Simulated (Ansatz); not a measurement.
# SnHCl₃: basis-set convergence

An exercise on one series of results from a longer session: the logs are not shown, and one member is left open.

Method: one geometry, several basis sets; program: Ansatz 0.2.0, Gaussian basis.

Levels to be run: PBE0-D4/def2-SVP; ωB97M-V/def2-SVP; PBE0-D4/def2-QZVPP; ωB97M-V/def2-QZVPP; the functionals' def2-TZVPP values are taken from earlier runs.

**Structure used throughout**

The geometry comes from an earlier relaxation with PBE0-D4 in a triple-zeta def2 set; it is a stationary point. Sn takes the def2 core potential; no spin-orbit term is included.

SMILES `[Cl][SnH]([Cl])[Cl]`, 5 atoms, charge 0, spin multiplicity 1.

Atoms are counted from 1 here; the program's logs count them from 0.

Bond lengths: Cl1–Sn2 2.300 Å, Sn2–Cl3 2.300 Å, Sn2–Cl4 2.300 Å, Sn2–H5 1.692 Å. Angles: Cl1–Sn2–Cl3 107.4°, Cl1–Sn2–Cl4 107.4°, Cl1–Sn2–H5 111.5°, Cl3–Sn2–Cl4 107.4°, Cl3–Sn2–H5 111.5°, Cl4–Sn2–H5 111.5°.

Set-up of the first run:

Contents of in.yaml:

```yaml
crystal:
  periodic: [false, false, false]
  atoms:
    - {symbol: Cl, position_ang: [0.354594, -0.960537, 1.997736]}
    - {symbol: Sn, position_ang: [0.153019, -0.023634, -0.093069]}
    - {symbol: Cl, position_ang: [-0.522362, 2.156418, 0.191810]}
    - {symbol: Cl, position_ang: [-1.541548, -1.132284, -1.183608]}
    - {symbol: H, position_ang: [1.606197, -0.113762, -0.954269]}
basis:
  gaussian: {orbitals: def2-SVP}
hamiltonian: {xc: pbe0, dispersion: d4}
output: {orbitals: {seedname: orbitals}}
```

On the command line:

```sh
ansatz run in.yaml --threads 4 --pin off --events-out ev --progress --plain --max-ram 10444MiB
```

Steps of the session up to this table: PBE0-D4 in def2-SVP; ωB97M-V in def2-SVP; PBE0-D4 in def2-QZVPP; ωB97M-V in def2-QZVPP.

One of the session's tables, all rows but one given; the rest of the session is left out.

It belongs to the step «Density functionals: the series». 

```
functional       basis  HOMO (eV)  LUMO (eV)
   PBE0-D4    def2-SVP      -9.24      -2.10
   PBE0-D4  def2-TZVPP          ?          ?
   PBE0-D4  def2-QZVPP      -9.44      -2.31
   ωB97M-V    def2-SVP     -11.45       0.06
   ωB97M-V  def2-TZVPP     -11.69      -0.22
   ωB97M-V  def2-QZVPP     -11.73      -0.33
```

**Question.** Estimate the row for PBE0-D4, def2-TZVPP.

As computed: HOMO (eV): -9.42; LUMO (eV): -2.26. In the column «HOMO (eV)» it lies between PBE0-D4, def2-QZVPP (-9.44) and PBE0-D4, def2-SVP (-9.24).
